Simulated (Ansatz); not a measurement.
# WC: a strain scan

Aim: for WC, see how energy and stress answer to the strain pattern (0, 0, 0, 0, 1, 0).

Program: Ansatz 0.2.0. Level of theory: DFT r2SCAN, scalar-relativistic, plane waves, PAW. These are calculated values, not measurements.

## (1) The system as given

Symmetry: P-6m2, No. 187, hexagonal system. Conventional cell: a = 2.901 Å, b = 2.901 Å, c = 2.829 Å, α = 90.00°, β = 90.00°, γ = 120.00°. W (site symmetry -6m2) has 6 C at 2.19 Å in its first shell of neighbours. C (site symmetry -6m2) has 6 W at 2.19 Å in its first shell of neighbours.

As a file:

```cif
data_structure
_symmetry_space_group_name_H-M 'P 1'
_symmetry_Int_Tables_number 1
_cell_length_a 2.9005
_cell_length_b 2.9005
_cell_length_c 2.8290
_cell_angle_alpha 90.000
_cell_angle_beta 90.000
_cell_angle_gamma 120.000
_cell_volume 20.61
loop_
_atom_site_label
_atom_site_type_symbol
_atom_site_fract_x
_atom_site_fract_y
_atom_site_fract_z
_atom_site_occupancy
W1 W 0.00000 0.00000 0.00000 1
C1 C 0.66667 0.33333 0.50000 1
```

No relaxation comes first: the listed cell is the starting point.

## (2) Zero of energy

The reference gives a free energy of -10649.3214 eV, pressure 4.31 GPa, largest force 0.000 eV/Å and gap on the mesh none (metal). It was computed beforehand with the settings of the runs below.

## (3) The scan: a strain scan

The cell is strained by ε times the Voigt pattern (0, 0, 0, 0, 1, 0) (xx, yy, zz, yz, xz, xy; engineering shear), with fractional coordinates fixed (clamped ions). The stress on the pattern is the sum of the stress components weighted by it, tension positive.

## (4) ε = -0.0600

The input, input.yaml:

```yaml
crystal:
  lattice:
    - [2.900501436, 0.0, -0.0870150431]
    - [-1.450250718, 2.5119079273, 0.0435075215]
    - [-0.08487, 0.0, 2.829]
  atoms:
    - { symbol: W, position: [0.0, 0.0, 0.0] }
    - { symbol: C, position: [0.6666666667, 0.3333333333, 0.5] }
basis:
  ecutwfc: 500
kpoints:
  mp_grid: { grid: [18, 18, 16] }
hamiltonian:
  xc: r2scan
scf:
  occupations: { method: gaussian, width: 0.15 }
output:
  forces: true
  stress: true
  eigenvalues: true
```

On the command line:

```sh
$ ansatz run input.yaml --threads 1 --pin off --max-ram 2560MiB --backend cpu --events-out ev --progress --plain --runs-dir out
```

## (5) ε = 0.0450

Changes to input.yaml since step 4:

```diff
@@ -2,5 +2,5 @@
   lattice:
-    - [2.900501436, 0.0, -0.0870150431]
-    - [-1.450250718, 2.5119079273, 0.0435075215]
-    - [-0.08487, 0.0, 2.829]
+    - [2.900501436, 0.0, 0.0652612823]
+    - [-1.450250718, 2.5119079273, -0.0326306412]
+    - [0.0636525, 0.0, 2.829]
   atoms:
```

## (6) Point ε = -0.0300

Changes to input.yaml since step 5:

```diff
@@ -2,5 +2,5 @@
   lattice:
-    - [2.900501436, 0.0, 0.0652612823]
-    - [-1.450250718, 2.5119079273, -0.0326306412]
-    - [0.0636525, 0.0, 2.829]
+    - [2.900501436, 0.0, -0.0435075215]
+    - [-1.450250718, 2.5119079273, 0.0217537608]
+    - [-0.042435, 0.0, 2.829]
   atoms:
```

## (7) ε = 0.0150

Changes to input.yaml since step 6:

```diff
@@ -2,5 +2,5 @@
   lattice:
-    - [2.900501436, 0.0, -0.0435075215]
-    - [-1.450250718, 2.5119079273, 0.0217537608]
-    - [-0.042435, 0.0, 2.829]
+    - [2.900501436, 0.0, 0.0217537608]
+    - [-1.450250718, 2.5119079273, -0.0108768804]
+    - [0.0212175, 0.0, 2.829]
   atoms:
```

## (8) Point ε = 0.0525

Changes to input.yaml since step 7:

```diff
@@ -2,5 +2,5 @@
   lattice:
-    - [2.900501436, 0.0, 0.0217537608]
-    - [-1.450250718, 2.5119079273, -0.0108768804]
-    - [0.0212175, 0.0, 2.829]
+    - [2.900501436, 0.0, 0.0761381627]
+    - [-1.450250718, 2.5119079273, -0.0380690813]
+    - [0.07426125, 0.0, 2.829]
   atoms:
@@ -20 +20,5 @@
   eigenvalues: true
+  write_density: true
+  write_potential: true
+  elf: true
+  volumetric_format: npy
```

## (9) ε = 0.0375

Changes to input.yaml since step 8:

```diff
@@ -2,5 +2,5 @@
   lattice:
-    - [2.900501436, 0.0, 0.0761381627]
-    - [-1.450250718, 2.5119079273, -0.0380690813]
-    - [0.07426125, 0.0, 2.829]
+    - [2.900501436, 0.0, 0.0543844019]
+    - [-1.450250718, 2.5119079273, -0.027192201]
+    - [0.05304375, 0.0, 2.829]
   atoms:
```

## (10) At ε = 0.0225

The input, input.yaml:

```yaml
crystal:
  lattice:
    - [2.900501436, 0.0, 0.0326306412]
    - [-1.450250718, 2.5119079273, -0.0163153206]
    - [0.03182625, 0.0, 2.829]
  atoms:
    - { symbol: W, position: [0.0, 0.0, 0.0] }
    - { symbol: C, position: [0.6666666667, 0.3333333333, 0.5] }
basis:
  ecutwfc: 500
kpoints:
  mp_grid: { grid: [18, 18, 16] }
hamiltonian:
  xc: r2scan
scf:
  occupations: { method: gaussian, width: 0.15 }
output:
  forces: true
  stress: true
  eigenvalues: true
```

## (11) Point ε = 0.0075

Changes to input.yaml since step 10:

```diff
@@ -2,5 +2,5 @@
   lattice:
-    - [2.900501436, 0.0, 0.0326306412]
-    - [-1.450250718, 2.5119079273, -0.0163153206]
-    - [0.03182625, 0.0, 2.829]
+    - [2.900501436, 0.0, 0.0108768804]
+    - [-1.450250718, 2.5119079273, -0.0054384402]
+    - [0.01060875, 0.0, 2.829]
   atoms:
```

(Steps that only read results are left out.)

Q: Predict the outcome of this session. Wanted: slope of the stress at ε = 0, from the points at -0.0300, 0 and 0.0075.

**Answer**, as computed:

```
                                                              quantity    value
slope of the stress at ε = 0, from the points at -0.0300, 0 and 0.0075  326 GPa
```

In words: From the stress slope, C55 is about 326 GPa with the ions clamped; letting the atoms relax could not make it stiffer. The step is wide, so higher orders mix in. The reference stands under 4.3 GPa, so this is no zero-stress constant. The undisturbed cell stays the lowest of the sampled points. Spin-orbit coupling is left out for W.
